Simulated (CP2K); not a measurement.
# CH6BFSi (SMILES BC(F)[SiH3]): a first try and a second

Wanted: energy and gradient of CH6BFSi, GFN0-xTB.

Program for the calculation: CP2K 2026.2.

4 further runs of the same task are left out: 1 that didn't finish, 3 set aside as unsound or not needed.

## 1. Starting point

CH6BFSi: 10 atoms, total charge 0, spin state singlet. As SMILES, `BC(F)[SiH3]`. The shape is that of a GFN2-xTB optimisation.

Bond lengths: B1–C2 1.538 Å, C2–F3 1.401 Å, C2–Si4 1.945 Å, B1–H5 1.169 Å, B1–H6 1.167 Å, C2–H7 1.094 Å, Si4–H8 1.463 Å, Si4–H9 1.463 Å, Si4–H10 1.462 Å. Some angles: B1–C2–F3 115.8°, B1–C2–Si4 108.3°, F3–C2–Si4 104.6°, B1–C2–H7 115.7°, F3–C2–H7 105.2°, Si4–C2–H7 106.4°, C2–B1–H5 117.8°, C2–B1–H6 120.7°, C2–Si4–H8 105.3°, C2–Si4–H9 108.3°.

## 2. The input as first written

Contents of gas.inp:

```
&GLOBAL
   PROJECT gas
   RUN_TYPE ENERGY_FORCE
   PRINT_LEVEL MEDIUM
&END GLOBAL

&FORCE_EVAL
   METHOD Quickstep
   &DFT
      &QS
         METHOD XTB
         EPS_DEFAULT 1.0E-10
         &XTB
            GFN_TYPE 0
            CHECK_ATOMIC_CHARGES F
         &END XTB
      &END QS
      &POISSON
         PERIODIC NONE
         POISSON_SOLVER ANALYTIC
      &END POISSON
      &SCF
         SCF_GUESS ATOMIC
         EPS_SCF 1.0E-07
         MAX_SCF 98
         ADDED_MOS 4
         &DIAGONALIZATION
            ALGORITHM STANDARD
         &END DIAGONALIZATION
         &MIXING
            METHOD DIRECT_P_MIXING
            ALPHA 0.4
         &END MIXING
      &END SCF
      &PRINT
         &MOMENTS
            PERIODIC F
            REFERENCE COM
            MAX_MOMENT 1
         &END MOMENTS
         &MO ON
            ENERGIES T
            OCCUPATION_NUMBERS T
            NDIGITS 6
            &EACH
               QS_SCF 0
            &END EACH
            ADD_LAST NUMERIC
         &END MO
         &HIRSHFELD OFF
         &END HIRSHFELD
      &END PRINT
   &END DFT
   &SUBSYS
      &CELL
         ABC 19.2 20.5 19
         PERIODIC NONE
      &END CELL
      &COORD
         UNIT bohr
         B      0.0996075     2.7629119    -1.0350219
         C      0.4190468    -0.1010059    -1.4169733
         F      2.8803961    -0.9274020    -1.9328119
         Si    -0.4879084    -1.7901565     1.7184791
         H     -1.9520871     3.5805208    -1.0389903
         H      1.8497206     4.0502878    -0.6569444
         H      0.4895902    -4.4584308     1.3121691
         H      0.1116450    -4.4584308     1.3121691
         H     -3.1912561    -1.4113042     2.1577271
         H      1.0267827    -0.7611061     3.7867844
      &END COORD
      &TOPOLOGY
         &CENTER_COORDINATES
         &END CENTER_COORDINATES
      &END TOPOLOGY
   &END SUBSYS
   &PRINT
      &FORCES ON
      &END FORCES
   &END PRINT
&END FORCE_EVAL
```

The run is started by

```bash
OMP_NUM_THREADS=1 cp2k.psmp -i gas.inp -o gas.out
```

The log of the run:

```text
CP2K| version string:                                       CP2K version 2026.2
[...]
 GLOBAL| Method name                                                        CP2K
[...]
 GLOBAL| Run type                                                   ENERGY_FORCE
[...]
                             - Atoms:                                         10
[...]
                             - Spherical basis functions:                     33
[...]
 *** WARNING in particle_methods.F:720 :: The distance between the atoms 7 ***
 *** and 8 is only 0.200 angstrom and thus smaller than the threshold of   ***
 *** 0.500 angstrom                                                        ***
[...]
 Number of electrons:                                                         24
[...]
 TB_DIPOLE| Moment [Debye]         -3.48914298      -6.88187268       7.49604739
 TB_DIPOLE| Derivative [a.u.]       0.00000000       0.00000000       0.00000000
[...]
 ENERGY| Total FORCE_EVAL ( QS ) energy [hartree]            -10.030561341525337
 FORCES| Atomic forces [hartree/bohr]
 FORCES|   Atom     x               y               z               |f|
 FORCES|      1  1.13918583E-02 -2.92713864E-02 -6.50933656E-03   3.20774057E-02
 FORCES|      2 -1.02423530E-02 -2.86573649E-05  2.75234420E-02   2.93674390E-02
 FORCES|      3 -6.75970573E-03  9.64259942E-03  5.13852613E-03   1.28482604E-02
 FORCES|      4 -2.53740461E-02  1.16660653E-01 -6.88963727E-03   1.19586861E-01
 FORCES|      5 -3.14050472E-03  5.46835634E-04  3.58959155E-03   4.80072563E-03
 FORCES|      6  3.97579688E-03  8.23615152E-03 -4.99075060E-03   1.04186729E-02
 FORCES|      7  1.14465993E+01 -3.90498300E-02 -5.94358811E-03   1.14466674E+01
 FORCES|      8 -1.14215340E+01 -5.30061391E-02 -7.30054506E-03   1.14216594E+01
 FORCES|      9  9.01911844E-03 -5.83565570E-03 -1.40805742E-03   1.08342974E-02
 FORCES|     10 -3.93542506E-03 -7.89457124E-03 -3.20964463E-03   9.38688682E-03
 FORCES| Sum     2.08773970E-15  5.03069808E-17 -1.69569220E-16
 FORCES| Total atomic force                                       2.09521874E-15
[...]
```

Run time: 1.1 s. Hardware: 1 thread of Intel Xeon Platinum 8259CL at 2.50GHz (Skylake/Cascade Lake), shared host; peak memory 0.19 GiB.

## 3. What went wrong

The run finished; that doesn't make the result usable.

The fault: two atoms lie on top of or far too near each other. As the program read them, the closest atoms are 0.20 Å apart, against 1.09 Å in the sound input.

## 4. The mended input

Contents of gas.inp:

```
&FORCE_EVAL
    METHOD QUICKSTEP
    &DFT
        CHARGE 0
        MULTIPLICITY 1
        # Quickstep
        &QS
            METHOD XTB
            EPS_DEFAULT 1.0E-10
            &XTB
                GFN_TYPE 0
                CHECK_ATOMIC_CHARGES F
            &END XTB
        &END QS
        &POISSON
            PERIODIC NONE
            POISSON_SOLVER ANALYTIC
        &END POISSON
        &SCF
            SCF_GUESS ATOMIC
            EPS_SCF 1.0E-07
            MAX_SCF 150
            ADDED_MOS 4
            &DIAGONALIZATION
                ALGORITHM STANDARD
            &END DIAGONALIZATION
            &MIXING
                METHOD DIRECT_P_MIXING
                ALPHA 0.4
            &END MIXING
        &END SCF
        &PRINT
            &MOMENTS
                PERIODIC F
                REFERENCE COM
                MAX_MOMENT 1
            &END MOMENTS
            &MO ON
                ENERGIES T
                OCCUPATION_NUMBERS T
                NDIGITS 6
                &EACH
                    QS_SCF 0
                &END EACH
                ADD_LAST NUMERIC
            &END MO
            &HIRSHFELD OFF
            &END HIRSHFELD
        &END PRINT
    &END DFT
    &SUBSYS
        &CELL
            ABC [angstrom] 19.2 20.5 19.5
            PERIODIC NONE
        &END CELL
        &COORD
            UNIT bohr
            B      0.0996075     2.7629119    -1.0350219
            C      0.4190468    -0.1010059    -1.4169733
            F      2.8803961    -0.9274020    -1.9328119
            Si    -0.4879084    -1.7901565     1.7184791
            H     -1.9520871     3.5805208    -1.0389903
            H      1.8497206     4.0502878    -0.6569444
            H     -0.7559282    -0.9443150    -2.8944179
            H      0.1116450    -4.4584308     1.3121691
            H     -3.1912561    -1.4113042     2.1577271
            H      1.0267827    -0.7611061     3.7867844
        &END COORD
        &TOPOLOGY
            &CENTER_COORDINATES
            &END CENTER_COORDINATES
        &END TOPOLOGY
    &END SUBSYS
    &PRINT
        &FORCES ON
        &END FORCES
    &END PRINT
&END FORCE_EVAL

&GLOBAL
    PROJECT_NAME gas
    RUN_TYPE ENERGY_FORCE
    PRINT_LEVEL MEDIUM
&END GLOBAL
```

The run is started by

```bash
OMP_NUM_THREADS=1 cp2k.psmp gas.inp > gas.out
```

The log of the run:

```text
CP2K| version string:                                       CP2K version 2026.2
[...]
 GLOBAL| Method name                                                        CP2K
[...]
 GLOBAL| Run type                                                   ENERGY_FORCE
[...]
                             - Atoms:                                         10
[...]
                             - Spherical basis functions:                     33
[...]
 Number of electrons:                                                         24
[...]
 TB_DIPOLE| Moment [Debye]         -2.06618751       0.34960287       1.17462715
 TB_DIPOLE| Derivative [a.u.]       0.00000000       0.00000000       0.00000000
[...]
 ENERGY| Total FORCE_EVAL ( QS ) energy [hartree]            -12.471733241016866
 FORCES| Atomic forces [hartree/bohr]
 FORCES|   Atom     x               y               z               |f|
 FORCES|      1  4.58964173E-03 -3.94511232E-03 -8.40852395E-03   1.03601157E-02
 FORCES|      2  1.03080518E-02 -1.24378204E-02  8.34466056E-03   1.81820974E-02
 FORCES|      3 -1.68341203E-02  1.00727762E-02  4.44451434E-03   2.01147243E-02
 FORCES|      4  1.93146054E-03  8.02235662E-05 -7.26730044E-03   7.52001538E-03
 FORCES|      5 -2.47225374E-03  1.05600671E-03  1.23272013E-03   2.95749686E-03
 FORCES|      6  2.59248927E-03  3.19703397E-03  1.69625250E-03   4.45188717E-03
 FORCES|      7 -8.24587873E-04  1.77172655E-03  1.19622640E-03   2.29126989E-03
 FORCES|      8 -1.09286286E-03  2.58852376E-03  1.78276057E-03   3.32761772E-03
 FORCES|      9  4.32711470E-03 -7.54896633E-04 -5.12692912E-04   4.42228952E-03
 FORCES|     10 -2.52493329E-03 -1.62846145E-03 -2.50861719E-03   3.91411995E-03
 FORCES| Sum     1.08853898E-16  1.86482774E-16 -6.07153217E-18
 FORCES| Total atomic force                                       2.16013563E-16
[...]
```

It took 1.3 s on 1 thread of Intel Xeon Platinum 8259CL at 2.50GHz (Skylake/Cascade Lake), shared host; peak memory 0.19 GiB.

## 5. What came out

Level: GFN0-xTB.

| quantity | value |
| --- | --- |
| total energy | -12.47173 Eh |
| dipole moment (from atomic charges alone) | 2.40 D |
| HOMO energy | -11.11 eV |
| LUMO energy | -7.09 eV |
| HOMO–LUMO gap | 4.02 eV |
| dispersion energy | -6.58 kJ/mol |
| largest force on an atom | 1.034 eV/Å |

The first attempt's energy was +66.428 eV off this one. The dipole comes from point charges on the atoms alone, without atomic dipoles, so it is partial. The largest force is 1.03 eV/Å: the shape isn't a stationary point for this species at this level.
